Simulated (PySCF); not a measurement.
# C5H7ClO2: magnetic properties

Wanted: magnetic properties for C5H7ClO2 (`O=C(O)[C@H]1C[C@@H](Cl)C1`).

Programs: PySCF 2.14.0, with routines of our own; each step states its level. All values are computed. Atoms count from 0.

## 1. The system as given

15 atoms, charge 0, multiplicity 1; geometry from: GFN2-xTB.

## 2. Magnetic properties: GIAO wB97X-D/pcSseg-1

The job: settings as JSON, then the geometry in Å.

```
{"job": {"kind": "mag", "xc": "wB97X-D", "basis": "pcSseg-1", "isotopologues": 2}, "charge": 0, "multiplicity": 1}
O      1.846224     1.057315     0.973969
C      1.643775     0.018916     0.407403
O      2.628887    -0.774297    -0.030961
C      0.288647    -0.544691     0.073841
C     -0.875067    -0.073839     0.964208
C     -1.686177     0.235252    -0.296501
Cl    -2.519380     1.802494    -0.333993
C     -0.407501     0.133324    -1.132004
H      3.495638    -0.384326     0.166969
H      0.361573    -1.625163    -0.038900
H     -0.600966     0.827722     1.509242
H     -1.298624    -0.804674     1.648065
H     -2.430179    -0.522730    -0.539033
H     -0.468106    -0.449209    -2.047617
H      0.016841     1.111896    -1.346600
```

Level: GIAO wB97X-D/pcSseg-1 magnetisability, rotational g tensor and spin-rotation constants, non-relativistic, gas phase.

On the command line:

```bash
$ OMP_NUM_THREADS=1 python excited_run.py task.json out
```

The driver reads the jobs from task.json and runs them one after another.

Output:

```text
coarse grid: 13568 points
cycle   1  E = -804.9548032414  dE =  1.630e+00  |g| = 9.906e-01  |ddm| = 3.494e+00
cycle   2  E = -804.8419142933  dE =  1.129e-01  |g| = 1.335e+00  |ddm| = 1.606e+00
cycle   3  E = -805.1446241791  dE = -3.027e-01  |g| = 1.595e-01  |ddm| = 9.375e-01
cycle   4  E = -805.1484830770  dE = -3.859e-03  |g| = 6.886e-02  |ddm| = 1.271e-01
cycle   5  E = -805.1492896481  dE = -8.066e-04  |g| = 1.223e-02  |ddm| = 4.964e-02
cycle   6  E = -805.1493247826  dE = -3.513e-05  |g| = 4.283e-03  |ddm| = 1.543e-02
cycle   7  E = -805.1493298116  dE = -5.029e-06  |g| = 1.096e-03  |ddm| = 6.132e-03
final grid: 127808 points
cycle   8  E = -805.2230774792  dE = -2.130e-04  |g| = 6.905e-03  |ddm| = 5.051e-02
cycle   9  E = -805.2230818426  dE = -4.363e-06  |g| = 6.193e-03  |ddm| = 1.426e-02
cycle  10  E = -805.2230901497  dE = -8.307e-06  |g| = 5.714e-04  |ddm| = 5.337e-03
cycle  11  E = -805.2230902464  dE = -9.671e-08  |g| = 4.302e-04  |ddm| = 1.237e-03
cycle  12  E = -805.2230902844  dE = -3.801e-08  |g| = 1.165e-04  |ddm| = 4.572e-04
cycle  13  E = -805.2230902875  dE = -3.010e-09  |g| = 5.993e-05  |ddm| = 1.441e-04
cycle  14  E = -805.2230902883  dE = -8.356e-10  |g| = 1.110e-05  |ddm| = 7.650e-05
converged SCF energy = -805.2230902883

Magnetisability tensor (1e-30 J/T^2)
    -1304.45      116.10        2.25
      116.10    -1211.80      102.09
        2.25      102.09    -1350.09
isotropic -1288.78   principal values   -1434.39  -1329.85  -1102.09
isotropic susceptibility -77.612 1e-6 cm^3/mol

Inertial axes            a          b          c
rot. const./GHz      4.3198     0.8601     0.8165
chi total           -82.902    -67.535    -82.399
chi diamagnetic    -389.492  -1390.510  -1457.422
chi paramagnetic    306.590   1322.975   1375.023
quadrupole/D A        0.969     -4.047      3.078
g nuclear            0.5953     0.5242     0.5217
g electronic        -0.6222    -0.5345    -0.5275
g total             -0.0269    -0.0104    -0.0058

Spin-rotation constants (kHz, H = +C I.J)
atom  isotope        aa         bb         cc
  6   35Cl        0.697      0.210      0.232
  8     1H       -0.032     -0.032     -0.100
  9     1H       -0.396      0.008     -0.081
 10     1H       -0.452      0.040     -0.094
 11     1H       -0.474     -0.089      0.027
 12     1H       -0.300      0.002     -0.072
 13     1H       -0.483      0.010     -0.061
 14     1H       -0.478     -0.037     -0.027
  0    17O*      -2.130     -0.491     -0.093
  1    13C*       2.323      0.292      0.231
  2    17O*      -0.696     -0.259     -0.155
  3    13C*       0.776      0.127      0.129
  4    13C*       0.611      0.149      0.160
  5    13C*       0.930      0.150      0.152
* in the singly substituted isotopologue

Isotopologues: g along a, b, c
2H    at 8,9,10,11,12,1    -0.0232    -0.0098    -0.0056
18O   at 0                 -0.0260    -0.0103    -0.0056
```

Run time: 33 s. Hardware: 1 thread of Intel Xeon 6975P-C, shared host; peak memory 0.87 GiB.

From this job:

| quantity | value |
| --- | --- |
| magnetisability | -1289·10⁻³⁰ J/T² |
| molar susceptibility | -77.6·10⁻⁶ cm³/mol |
| rotational g (a, b, c) | -0.0269, -0.0104, -0.0058 |

Orbitals, density, ELF and potential are computed afterwards from the orbital file.

Frontier orbitals at wB97X-D/pcSseg-1, with the share of their density that lies nearest to each atom:

| orbital | energy (eV) | lies on |
| --- | --- | --- |
| HOMO | -10.20 | O0 38 %; Cl6 28 %; C3 7 % |
| LUMO | 1.81 | C1 43 %; O0 24 %; O2 10 % |

ELF in a plane through or near 5 of the atoms.

Values, 10 rows by 14 columns:
```
0.00 0.00 0.00 0.00 0.00 0.00 0.00 0.00 0.00 0.00 0.00 0.00 0.00 0.00
0.00 0.00 0.00 0.00 0.00 0.00 0.00 0.00 0.00 0.00 0.00 0.00 0.00 0.00
0.00 0.00 0.00 0.00 0.00 0.00 0.00 0.06 0.11 0.02 0.00 0.00 0.00 0.00
0.00 0.00 0.00 0.00 0.03 0.10 0.02 0.56 0.66 0.09 0.01 0.00 0.00 0.00
0.00 0.00 0.06 0.37 0.43 0.53 0.66 0.80 0.82 0.54 0.06 0.04 0.00 0.00
0.00 0.00 0.54 0.88 0.34 0.47 0.48 0.66 0.53 0.50 0.41 0.03 0.00 0.00
0.00 0.00 0.01 0.38 0.84 0.06 0.22 0.45 0.63 0.25 0.08 0.01 0.00 0.00
0.00 0.00 0.00 0.03 0.11 0.00 0.07 0.99 0.97 0.03 0.00 0.00 0.00 0.00
0.00 0.00 0.00 0.00 0.00 0.00 0.01 0.67 0.50 0.00 0.00 0.00 0.00 0.00
0.00 0.00 0.00 0.00 0.00 0.00 0.00 0.00 0.00 0.00 0.00 0.00 0.00 0.00
```
The map spans 12.2 Å across and 9.2 Å up, centred on the molecule. Atoms in the plane (x, y in Å): O2 (-2.7, -0.3), C3 (-0.4, 0.0), C4 (0.7, 1.0), C5 (1.7, -0.1), H13 (0.6, -2.0).

log10 of the density (e/Å³) in the same plane.

Ten even steps from ' ' (-4.0) to '@' (1.1):
```
                                                        
                                                        
                          ....::....                    
                        ..::------::::..                
                  ....::::--========--::..              
            ..::----------==******++==--::..            
          ..::--==========++######**++==--::::          
        ..--====++++**++****%%@@%%##++====----..        
      ..--++****############%%%%%%####**++====::..      
      ::==**##%%%%%%%%%%%%@@%%##%%%%%%##**++==--..      
      ::==##%%@@@@%%####%%@@####%%%%%%##**++==::..      
      ::==**##@@@@##****##%%%%%%%%%%####**++==::..      
      ..--++**####**++++**##%%%%##****++====--..        
        ..--==++++======++**%%%%##**====----::          
          ::--------::--==**##%%**++==--::..            
                    ..::--==++**++==--..                
                      ..::--======--::                  
                        ..::::::::..                    
                                                        
                                                        
```
The map spans 12.2 Å across and 9.2 Å up, centred on the molecule. Atoms in the plane (x, y in Å): O2 (-2.7, -0.3), C3 (-0.4, 0.0), C4 (0.7, 1.0), C5 (1.7, -0.1), H13 (0.6, -2.0).

On the surface of density 0.002 e/bohr³ the electrostatic potential runs, from the 1st to the 99th percentile, from -1.54 V near O0 to 2.47 V near H8.

## 3. Magnetic properties: common gauge origin wB97X/6-31G

Settings changed since step 2:

```diff
@@ -1,2 +1,2 @@
-{"job": {"kind": "mag", "xc": "wB97X-D", "basis": "pcSseg-1", "isotopologues": 2}, "charge": 0, "multiplicity": 1}
+{"job": {"kind": "mag", "xc": "wB97X", "basis": "6-31G", "gauge": [0, 0, 0], "scf": {"level_shift": 0.1}}, "charge": 0, "multiplicity": 1}
 O      1.846224     1.057315     0.973969
```

Method: common gauge origin wB97X/6-31G magnetisability, rotational g tensor and spin-rotation constants, non-relativistic, gas phase.

Output:

```text
final grid: 127808 points
cycle   1  E = -804.9048041848  dE =  1.913e+00  |g| = 1.001e+00  |ddm| = 3.728e+00
cycle   2  E = -804.9436912067  dE = -3.889e-02  |g| = 1.070e+00  |ddm| = 2.226e+00
cycle   3  E = -805.1481361177  dE = -2.044e-01  |g| = 1.347e-01  |ddm| = 9.231e-01
cycle   4  E = -805.1515278614  dE = -3.392e-03  |g| = 5.715e-02  |ddm| = 1.810e-01
cycle   5  E = -805.1522090709  dE = -6.812e-04  |g| = 9.096e-03  |ddm| = 7.081e-02
cycle   6  E = -805.1522440840  dE = -3.501e-05  |g| = 3.417e-03  |ddm| = 2.233e-02
cycle   7  E = -805.1522504713  dE = -6.387e-06  |g| = 8.893e-04  |ddm| = 1.184e-02
cycle   8  E = -805.1522511312  dE = -6.600e-07  |g| = 3.384e-04  |ddm| = 3.848e-03
cycle   9  E = -805.1522512127  dE = -8.152e-08  |g| = 1.033e-04  |ddm| = 1.300e-03
cycle  10  E = -805.1522512198  dE = -7.097e-09  |g| = 3.274e-05  |ddm| = 3.666e-04
cycle  11  E = -805.1522512205  dE = -6.614e-10  |g| = 8.025e-06  |ddm| = 1.029e-04
level shift removed, Fock matrix diagonalised once more
converged SCF energy = -805.1522512205

Magnetisability tensor (1e-30 J/T^2)
    -5898.72    -4453.51     1526.06
    -4453.51   -16084.45     -846.83
     1526.06     -846.83   -16811.32
isotropic -12931.50   principal values  -17838.27 -16962.67  -3993.55
isotropic susceptibility -778.753 1e-6 cm^3/mol

Inertial axes            a          b          c
rot. const./GHz      4.3198     0.8601     0.8165
chi total          -240.648  -1071.429  -1024.182
chi diamagnetic    -389.125  -1390.336  -1457.974
chi paramagnetic    148.477    318.908    433.792
quadrupole/D A        0.339     -4.349      4.009
g nuclear            0.5953     0.5242     0.5217
g electronic        -0.3013    -0.1288    -0.1664
g total              0.2939     0.3953     0.3553

Spin-rotation constants (kHz, H = +C I.J)
atom  isotope        aa         bb         cc
  6   35Cl        0.725      0.175      0.206
  8     1H       -0.786      1.323      0.798
  9     1H        0.076     -0.399     -0.286
 10     1H       -1.075     -0.636     -0.684
 11     1H        0.640     -0.151     -0.299
 12     1H       -0.012     -0.230     -0.146
 13     1H        0.638     -0.310     -0.202
 14     1H       -1.120     -0.558     -0.769
  0    17O*      -2.311     -0.416     -0.090
  1    13C*       1.690      0.055     -0.071
  2    17O*      -0.610     -0.317     -0.155
  3    13C*       0.178     -0.140     -0.109
  4    13C*       0.088     -0.079     -0.051
  5    13C*       0.284     -0.148     -0.137
* in the singly substituted isotopologue
```

It took 5.5 s on 1 thread of Intel Xeon 6975P-C, shared host; peak memory 0.56 GiB.

A normal end doesn't make this result sound: a common gauge origin replaces GIAOs, so the magnetic properties depend on where the origin lies.

## 4. Summary of results

| quantity | value |
| --- | --- |
| magnetisability (step 2, GIAO wB97X-D/pcSseg-1) | -1289·10⁻³⁰ J/T² |
| molar susceptibility (step 2, GIAO wB97X-D/pcSseg-1) | -77.6·10⁻⁶ cm³/mol |
| rotational g (a, b, c) (step 2, GIAO wB97X-D/pcSseg-1) | -0.0269, -0.0104, -0.0058 |
| surface potential, 1st and 99th percentile | -1.54 V and 2.47 V |
| runs | 0 failed, 1 ended on unsound input |

What this shows: The values above hold for this geometry and these levels alone. Vibrational averaging and real surroundings are missing from these values.
